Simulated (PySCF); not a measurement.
# C6H8O2: the cost of one run

Programs: PySCF 2.14.0, with density-fitted response routines of our own. Each step states its level of theory. These are calculated values for one molecule, in the gas phase or a continuum, unless marked as measured. Atoms count from 0, in the outputs and in this text.

### Step 1. The molecule as given

16 atoms, charge 0, multiplicity 1; geometry from: GFN2-xTB. The atoms were then displaced at random by about 0.01 Å, so the start is not that level's minimum.

Bonds of the start (Å): C0–C1 1.34, C1–O2 1.38, O2–C3 1.31, C3–O4 1.21, C3–C5 1.50, C5–C6 1.32, C6–C7 1.48, C0–H8 1.04, C0–H9 1.10, C1–H10 1.07, C5–H11 1.09, C6–H12 1.09, C7–H13 1.09, C7–H14 1.09, C7–H15 1.09.

### Step 2. Optimising the geometry at PBE0-D3(BJ)/def2-SVP

What the job is given:

```
{"job": {"xc": "PBE0", "basis": "def2-SVP", "d3": "d3bj", "grid": 1, "shake": 0.01, "kind": "geom"}, "charge": 0, "multiplicity": 1}
C      3.805970     0.249760     0.514660
C      2.719510    -0.157750    -0.150980
O      1.437730     0.153240     0.264510
C      0.437190    -0.309010    -0.443470
O      0.510960    -0.995200    -1.442450
C     -0.858740     0.131770     0.170430
C     -2.023790    -0.209410    -0.348210
C     -3.334520     0.197340     0.199890
H      4.773240     0.036160     0.194690
H      3.684320     0.874880     1.406220
H      2.759800    -0.764090    -1.035350
H     -0.756730     0.732520     1.069140
H     -2.072780    -0.806630    -1.253100
H     -3.251600     0.802150     1.105940
H     -3.914900     0.743400    -0.541140
H     -3.934710    -0.681490     0.454250
```

On the command line:

```
OMP_NUM_THREADS=1 python probes_run.py task.json out
```

This one command runs all jobs of the session in turn.

Q: Estimate the wall time and peak memory of this first job on 1 thread of INTEL XEON PLATINUM 8581C at 2.10GHz, shared host.

About 81 s, with a peak of 0.58 GiB.
